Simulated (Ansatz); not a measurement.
Task: a single point from a YAML input of BaAl₂, space group Fd-3m, with the Ansatz DFT code, driven from Python. Give the script and its output. Level of theory: PBEsol, PAW, cutoff 435 eV, 5×5×5 k-points, cold smearing of 0.1 eV.

Contents of `scf.yaml`:
```yaml
crystal:
  lattice:
    - [0.0, 4.265062, 4.265062]
    - [4.265062, 0.0, 4.265062]
    - [4.265062, 4.265062, 0.0]
  atoms:
    - { symbol: Ba, position: [0.5, 0.5, 0.5] }
    - { symbol: Ba, position: [0.75, 0.75, 0.75] }
    - { symbol: Al, position: [0.125, 0.125, 0.125] }
    - { symbol: Al, position: [0.625, 0.125, 0.125] }
    - { symbol: Al, position: [0.125, 0.625, 0.125] }
    - { symbol: Al, position: [0.125, 0.125, 0.625] }
kpoints:
  mp_grid: { grid: [5, 5, 5] }
hamiltonian:
  xc: pbesol
scf:
  occupations: { method: cold, width: 0.1 }
basis:
  ecutwfc: "16 Ha"
output:
  forces: true
```

Script `yaml_run_baal2.py`:
```python
"""Run a YAML input for BaAl2 from Python."""

import ansatz


def main() -> None:
    done = ansatz.Session.from_deck("scf.yaml").plan(threads=1).execute()
    report = done.report

    energy = report["free_energy_ev"]
    print("BaAl2: {:.6f} eV = {:.6f} Ry = {:.6f} Ha".format(energy, energy / 13.605693, energy / 27.211386))
    print("Fermi level {:.4f} eV, {} k-points, {} symmetry operations".format(report["fermi_energy_ev"], report["n_kpoints"], report["n_symmetry_ops"]))

    # forces, one row an atom
    print("forces (eV/A)")
    for site, force in zip(done.lattice.sites, report["forces_ev_ang"]):
        print(f"  {site.symbol:2s} {force[0]:9.4f} {force[1]:9.4f} {force[2]:9.4f}")


if __name__ == "__main__":
    main()
```

```console
$ python yaml_run_baal2.py
BaAl2: -13824.844190 eV = -1016.107316 Ry = -508.053658 Ha
Fermi level 7.9130 eV, 10 k-points, 48 symmetry operations
forces (eV/A)
  Ba    0.0000   -0.0000    0.0000
  Ba   -0.0000   -0.0000    0.0000
  Al    0.0000    0.0000    0.0000
  Al    0.0000    0.0000   -0.0000
  Al    0.0000   -0.0000   -0.0000
  Al    0.0000    0.0000   -0.0000
```

Caveats:
- Total energies depend on the potentials; only differences at equal settings carry meaning. A total without «per atom» is that of the cell as typed.
- For a metal this k-point mesh is coarse: on a finer one energies can move by several to tens of meV an atom and pressures by half a GPa or more, differences at one mesh by less.
- Only differences from the Fermi energy are physical; the zero of the scale is a convention.
- The structure comes from a database of computed cells and needn't be a stable or known phase.
- Run time: 2.8 s on 1 thread of Arm Neoverse V1 (shared host), peak memory 0.44 GiB.

(Lines on the test bed's own set-up are left out of the output.)
